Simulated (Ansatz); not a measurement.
# F2H4In2S2: the cost of one run

Method: the settings change from run to run; program: Ansatz 0.2.0, Gaussian basis.

### 1 The relaxed structure

The geometry comes from an earlier relaxation with PBE0-D4 in a triple-zeta def2 set; it is a stationary point, not always the lowest conformer. In takes a core potential in def2 sets; no spin-orbit term is included.

SMILES `[F][In@H-]1[SH+][In@@H-]([F])[SH+]1`, 10 atoms, charge 0, spin multiplicity 1.

Atoms are counted from 1 here; the program's logs count them from 0.

Bond lengths: F1–In2 1.956 Å, In2–S3 2.569 Å, In2–S6 2.569 Å, In2–H7 1.696 Å, S3–In4 2.569 Å, S3–H8 1.348 Å, In4–F5 1.956 Å, In4–S6 2.569 Å, In4–H9 1.696 Å, S6–H10 1.348 Å. Angles: F1–In2–S3 98.4°, F1–In2–S6 98.4°, F1–In2–H7 126.6°, S3–In2–S6 92.8°, S3–In2–H7 117.0°, S6–In2–H7 117.0°, In2–S3–In4 87.0°, In2–S3–H8 90.2°, In4–S3–H8 90.2°, S3–In4–F5 98.4°, S3–In4–S6 92.8°, S3–In4–H9 117.0°, F5–In4–S6 98.4°, F5–In4–H9 126.6°, S6–In4–H9 117.0°, In2–S6–In4 87.0°, In2–S6–H10 90.2°, In4–S6–H10 90.2°.

### 2 wB97/ANO-RCC-VTZP

in.yaml

```yaml
crystal:
  periodic: [false, false, false]
  atoms:
    - {symbol: F, position_ang: [-1.270514, 1.448143, 1.907096]}
    - {symbol: In, position_ang: [0.335162, 0.340932, 1.754586]}
    - {symbol: S, position_ang: [-0.708898, -1.667367, 0.538513]}
    - {symbol: In, position_ang: [0.390128, -0.770152, -1.603760]}
    - {symbol: F, position_ang: [-1.199495, 0.012020, -2.433626]}
    - {symbol: S, position_ang: [1.270196, 1.335113, -0.422452]}
    - {symbol: H, position_ang: [1.448942, 0.001412, 2.987928]}
    - {symbol: H, position_ang: [-1.815795, -0.942999, 0.280764]}
    - {symbol: H, position_ang: [1.536530, -1.767052, -2.357990]}
    - {symbol: H, position_ang: [0.097044, 1.958950, -0.648059]}
basis:
  gaussian: {orbitals: ANO-RCC-VTZP}
hamiltonian: {xc: {name: wB97}}
output: {forces: true}
```

Launch:

```
$ ansatz run in.yaml --threads 4 --pin off --events-out ev --progress --plain --max-ram 11315MiB
```

**Question.** How long does this run take on 4 threads of Arm Neoverse V1, shared host, and how much memory does it need?

About 67 s, with a peak of 1.9 GiB.
